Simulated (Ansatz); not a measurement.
**CH4AlClF2Si: a ladder of functionals and wavefunction methods**

An exercise on one series of results from a longer session: the logs are not shown, and one member is left open.

Computed with Ansatz 0.2.0, Gaussian basis. Level: functionals in def2-TZVPP, the program's frozen cores in correlated methods.

Plan: LDA (SPW92), PBE-D4, revPBE-D4, BLYP-D4, r2SCAN-D4, B97M-V, PBE0-D4, B3LYP-D4, r2SCANh-D4, r2SCAN0-D4, HSE06-D4, BHLYP-D4, CAM-B3LYP-D4, LC-ωPBE, ωB97X-V, ωB97M-V, B2PLYP, PBE-QIDH; CCSD(T)/def2-SVP; CCSD(T)/def2-TZVPP; MP2/def2-QZVPP; extrapolation to the limit; RPA on PBE.

## The relaxed structure

All runs share one geometry, relaxed beforehand with PBE0-D4 in a triple-zeta def2 set.

SMILES `F[CH]([SiH3])[Al]([F])[Cl]`, 10 atoms, charge 0, spin multiplicity 1.

Atoms are counted from 1 here; the program's logs count them from 0.

Bond lengths: F1–C2 1.406 Å, C2–Si3 1.894 Å, C2–Al4 1.962 Å, C2–H7 1.100 Å, Si3–H8 1.484 Å, Si3–H9 1.486 Å, Si3–H10 1.487 Å, Al4–F5 1.642 Å, Al4–Cl6 2.074 Å. Angles: F1–C2–Si3 109.5°, F1–C2–Al4 110.0°, F1–C2–H7 107.8°, Si3–C2–Al4 114.3°, Si3–C2–H7 107.1°, Al4–C2–H7 108.0°, C2–Si3–H8 110.7°, C2–Si3–H9 109.8°, C2–Si3–H10 107.0°, H8–Si3–H9 109.5°, H8–Si3–H10 110.5°, H9–Si3–H10 109.3°, C2–Al4–F5 117.7°, C2–Al4–Cl6 123.1°, F5–Al4–Cl6 119.2°.

The first run:

in.yaml

```yaml
crystal:
  periodic: [false, false, false]
  atoms:
    - {symbol: F, position_ang: [-1.324028, -1.419380, 0.175792]}
    - {symbol: C, position_ang: [-0.533229, -0.398300, -0.379627]}
    - {symbol: Si, position_ang: [1.297455, -0.794460, -0.099758]}
    - {symbol: Al, position_ang: [-1.097123, 1.344489, 0.322424]}
    - {symbol: F, position_ang: [-0.447796, 2.688621, -0.361585]}
    - {symbol: Cl, position_ang: [-2.430518, 1.554899, 1.897305]}
    - {symbol: H, position_ang: [-0.701541, -0.397383, -1.466581]}
    - {symbol: H, position_ang: [1.633647, -2.135691, -0.639882]}
    - {symbol: H, position_ang: [1.605510, -0.752833, 1.353524]}
    - {symbol: H, position_ang: [2.080724, 0.258837, -0.798412]}
basis:
  gaussian: {orbitals: def2-TZVPP}
hamiltonian: {xc: lda}
output: {orbitals: {seedname: orbitals}}
```

The run is started by

```
ansatz run in.yaml --threads 4 --pin off --events-out ev --progress --plain --max-ram 10444MiB
```

Steps of the session up to this table: LDA; PBE-D4 (GGA); revPBE-D4 (GGA); BLYP-D4 (GGA); r2SCAN-D4 (meta-GGA); B97M-V (meta-GGA); PBE0-D4 (hybrid); B3LYP-D4 (hybrid); r2SCANh-D4 (hybrid); r2SCAN0-D4 (hybrid); HSE06-D4 (hybrid); BHLYP-D4 (hybrid); CAM-B3LYP-D4 (range-separated); LC-ωPBE (range-separated); ωB97X-V (range-separated); ωB97M-V (range-separated); B2PLYP (double hybrid); PBE-QIDH (double hybrid).

One of the session's tables, all rows but one given; the rest of the session is left out.

It belongs to the step «Frontier levels by functional». 

```
  functional  HOMO (eV)  gap (eV)
 LDA (SPW92)      -7.17      5.07
      PBE-D4      -6.98      5.17
   revPBE-D4      -6.91      5.22
     BLYP-D4      -6.87      5.16
   r2SCAN-D4      -7.25      5.76
      B97M-V      -7.39      5.72
     PBE0-D4      -8.38      7.36
    B3LYP-D4          ?         ?
  r2SCANh-D4      -7.78      6.55
  r2SCAN0-D4      -8.56      7.72
    HSE06-D4      -7.98      6.58
    BHLYP-D4      -9.69      9.43
CAM-B3LYP-D4      -9.77      9.67
     LC-ωPBE     -11.07     12.13
     ωB97X-V     -10.73     11.64
     ωB97M-V     -10.60     11.21
```

Estimate the missing values for B3LYP-D4.

Worked estimate for «HOMO (eV)». Against the share of exact exchange, BLYP-D4 (0, -6.87), BHLYP-D4 (0.5, -9.69) give a slope of -5.64 per unit share; at 0.2 the line stands at -8.00.

**Answer.** HOMO (eV): -8.16; gap (eV): 6.91. In «HOMO (eV)» the line misses by +0.16.
